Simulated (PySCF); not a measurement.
Crystal: OGaFBrH, in a box.

```
CELL_PARAMETERS angstrom
11.00000 0.00000 0.00000
0.00000 13.00000 0.00000
0.00000 0.00000 13.00000
ATOMIC_POSITIONS crystal
O 0.43147 0.37780 0.56541
Ga 0.47662 0.48933 0.49852
F 0.44536 0.49267 0.36781
Br 0.57089 0.62543 0.57113
H 0.45097 0.37990 0.63742
```

Base run:

| Quantity | Value |
| --- | --- |
| Program | PySCF 2.14.0 |
| Functional | PBE |
| Potentials or basis | def2-svp (all-electron) |
| k mesh | 1 × 1 × 1 |
| Occupations | fixed |
| Spin | no spin polarisation |

Its results: gap between the frontier levels 5.02 eV.

The run is repeated on the same cell with these changes: functional from PBE to HCTH407. What comes out?

Gap between the frontier levels 5.08 eV.

Caveats: this is a molecule in a periodic box at the Γ point, so its band gap is the HOMO-LUMO gap; relativity is left out, which matters for the heavier elements; the basis of atomic orbitals isn't converged, which shifts pressures, moduli and gaps.

A k mesh can miss the band edges.

Not every run made on this cell is shown here.
